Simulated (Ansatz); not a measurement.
ZnSn3, space group Fm-3m, a surface slab

Computed with Ansatz's Python interface.

The script reads `POSCAR_znsn3`:
```text
ZnSn3
1.0
   0.00000000    3.70069400    3.70069400
   3.70069400    0.00000000    3.70069400
   3.70069400    3.70069400    0.00000000
Zn Sn
1 3
Direct
   0.00000000    0.00000000    0.00000000
   0.25000000    0.25000000    0.25000000
   0.75000000    0.75000000    0.75000000
   0.50000000    0.50000000    0.50000000
```

Notebook, run cell by cell (the value of a cell's last expression is shown):

**Cell 1**
```python
import ansatz as az
from ase.build import surface
from ase.io import read
import numpy as np
```

**Cell 2**
```python
atoms = read("POSCAR_znsn3", format="vasp")
# the plane is named in the basis of this cell
slab = surface(atoms, (0, 0, 1), 3, vacuum=6.0)
slab.pbc = True

print(slab.get_chemical_formula(), "area {:.3f} A^2, cell height {:.2f} A".format(np.linalg.norm(np.cross(slab.cell[0], slab.cell[1])), slab.cell[2, 2]))
```
Output:
```text
Sn9Zn3 area 23.721 A^2, cell height 23.75 A
```

**Cell 3**
```python
def common(structure):
    return (
        az.Crystal.from_ase(structure).calculation()
        .basis(530)
        .occupations(az.OccupationsMethod.FERMI_DIRAC, width=0.1)
        .functional(az.Functional.R2SCAN)
    )
```

**Cell 4**
```python
setup = common(slab).kpoints(4, 4, 1).electric_field(axis=3, dipole_correction=True).potential().forces()
result = setup.run()
rep = result.report
```
Output:
```text
RunWarning: efield: at this solve's end the planar-averaged density reaches 4.13e-5 e/Å³ inside the ramp window [0.9079, 0.0921] (bound 1e-5 e/Å³); the window's nearer edge stands 3.81 Å from this [...]
RunWarning: The output density's exchange-correlation potential varies sharply where the density is thin. Do not read a vacuum level from v_tot or v_xc, or from such a field of the output density. On [...]
```

**Cell 5**
```python
rep["published_state_doubts"]
```
Output:
```text
[]
```

**Cell 6**
```python
print(f"slab free energy {rep['free_energy_ev']:.4f} eV, Fermi level {rep['fermi_energy_ev']:.3f} eV")
for key, value in rep["work_function"].items():
    if isinstance(value, float):
        print(f"{key:34s} {value:12.5f}")
```
Output:
```text
slab free energy -64319.7892 eV, Fermi level 3.464 eV
ramp_position                           0.95000
ramp_width                              0.10000
amplitude_v_ang                         0.00000
dipole_field_v_ang                      0.01350
dipole_moment_e_ang                     0.04203
phi_plus_ev                             4.02475
phi_minus_ev                            4.34561
vacuum_level_plus_ev                    7.48857
vacuum_level_minus_ev                   7.80943
flatness_plus_ev_ang                    0.00438
flatness_minus_ev_ang                   0.00256
ramp_density_extremum_e_ang3            0.00004
ramp_density_minimum_e_ang3            -0.00000
ramp_density_bound_e_ang3               0.00001
ramp_density_effective_e_ang3           0.00004
plane_spacing_ang                       0.13195
```

**Cell 7**
```python
# two faces, so half the excess energy for each
bulk = common(atoms).kpoints(5, 5, 5).run().report
excess = rep["free_energy_ev"] - bulk["free_energy_ev"] * len(slab) / len(atoms)
area = np.linalg.norm(np.cross(slab.cell[0], slab.cell[1]))
print(f"mean surface energy {excess / (2 * area) * 16.02177:.3f} J/m^2 ({1000 * excess / (2 * area):.1f} meV/A^2)")

print("z (A) and force along z (eV/A)")
for site, force in sorted(zip(result.lattice.sites, rep["forces_ev_ang"]), key=lambda pair: pair[0].position_ang[2]):
    print(f"{site.symbol:3s} {site.position_ang[2]:8.3f} {force[2]:9.4f}")
```
Output:
```text
mean surface energy 0.693 J/m^2 (43.3 meV/A^2)
z (A) and force along z (eV/A)
Zn     6.000    0.2937
Sn     7.068    0.0333
Sn     8.137    0.0289
Sn     9.205    0.3962
Zn    10.273   -0.0523
Sn    11.341   -0.3193
Sn    12.410    0.0116
Sn    13.478    0.2324
Zn    14.546   -0.0360
Sn    15.615   -0.0149
Sn    16.683    0.1813
Sn    17.751   -0.7549
```

What to keep in mind:
- Absolute energies stand on the zero of these potentials, so only differences at equal settings mean something. A total without «per atom» is that of the whole cell that was run.
- The density doesn't vanish in the vacuum (a short gap or a low cutoff), which blurs the vacuum level.
- For a metal this k-point mesh is coarse: on a finer one energies can move by several to tens of meV an atom and pressures by half a GPa or more, differences at one mesh by less.
- Only differences from the Fermi energy are physical; the zero of the scale is a convention.
- The structure comes from a database of computed cells and needn't be a stable or known phase.
- Warnings are shown shortened and without file and line.
- The slab is thin and cut from the structure as given; a cut can leave two unlike or polar faces, and the surface energy is then their mean. Miller indices refer to the vectors of the cell as typed, and the lattice isn't relaxed for this functional, so relaxation and surface energy can hold strain.
- It ran for 110 s on 1 thread of Arm Neoverse V1 (shared host), peak memory 1.9 GiB.
